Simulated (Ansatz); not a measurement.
# C₂H₆AlBO: how energies converge with the basis set

The task here is to estimate one member of a computed series from the others.

The runs use Ansatz 0.2.0, Gaussian basis; one geometry, several basis sets.

The runs, in order: PBE0-D4/def2-SVP; ωB97M-V/def2-SVP; PBE0-D4/def2-QZVPP; ωB97M-V/def2-QZVPP; the functionals' def2-TZVPP values are taken from earlier runs.

## Structure used throughout

The geometry comes from an earlier relaxation with PBE0-D4 in a triple-zeta def2 set; it is a stationary point, not always the lowest conformer.

11 atoms, charge 0, spin multiplicity 1.

Atoms are counted from 1 here; the program's logs count them from 0.

Bond lengths: C1–C2 1.345 Å, C1–H6 1.090 Å, C1–H7 1.091 Å, C2–Al3 1.944 Å, C2–B4 1.551 Å, Al3–H8 1.589 Å, Al3–H9 1.590 Å, B4–O5 1.359 Å, B4–H10 1.206 Å, O5–H11 0.960 Å. Angles: C2–C1–H6 122.8°, C2–C1–H7 122.2°, H6–C1–H7 115.0°, C1–C2–Al3 115.4°, C1–C2–B4 119.1°, Al3–C2–B4 125.4°, C2–Al3–H8 122.4°, C2–Al3–H9 116.8°, H8–Al3–H9 120.8°, C2–B4–O5 119.1°, C2–B4–H10 122.1°, O5–B4–H10 118.9°, B4–O5–H11 112.9°.

Set-up of the first run:

in.yaml reads:

```yaml
crystal:
  periodic: [false, false, false]
  atoms:
    - {symbol: C, position_ang: [-0.979373, 0.707181, 0.857479]}
    - {symbol: C, position_ang: [-0.024874, 0.016547, 0.208361]}
    - {symbol: Al, position_ang: [1.101152, -1.104414, 1.328493]}
    - {symbol: B, position_ang: [0.150491, 0.223678, -1.318892]}
    - {symbol: O, position_ang: [-0.952852, 0.402945, -2.091453]}
    - {symbol: H, position_ang: [-1.138202, 0.626966, 1.933223]}
    - {symbol: H, position_ang: [-1.646096, 1.401614, 0.344006]}
    - {symbol: H, position_ang: [2.344905, -1.907781, 0.752632]}
    - {symbol: H, position_ang: [0.716614, -1.194874, 2.868775]}
    - {symbol: H, position_ang: [1.236277, 0.230391, -1.844052]}
    - {symbol: H, position_ang: [-0.742641, 0.540747, -3.017871]}
basis:
  gaussian: {orbitals: def2-SVP}
hamiltonian: {xc: pbe0, dispersion: d4}
output: {orbitals: {seedname: orbitals}}
```

Among the steps run: PBE0-D4 in def2-SVP; ωB97M-V in def2-SVP; PBE0-D4 in def2-QZVPP; ωB97M-V in def2-QZVPP.

One of the session's tables, all rows but one given; the rest of the session is left out.

It belongs to the step «Density functionals: the series». 

```
functional       basis  HOMO (eV)  LUMO (eV)
   PBE0-D4    def2-SVP      -7.62      -1.65
   PBE0-D4  def2-TZVPP      -7.67      -1.74
   PBE0-D4  def2-QZVPP      -7.68      -1.77
   ωB97M-V    def2-SVP      -9.79       0.20
   ωB97M-V  def2-TZVPP      -9.87       0.04
   ωB97M-V  def2-QZVPP          ?          ?
```

Estimate the missing values for ωB97M-V, def2-QZVPP.

As computed: HOMO (eV): -9.88; LUMO (eV): -0.08. In the column «HOMO (eV)» it is the lowest.
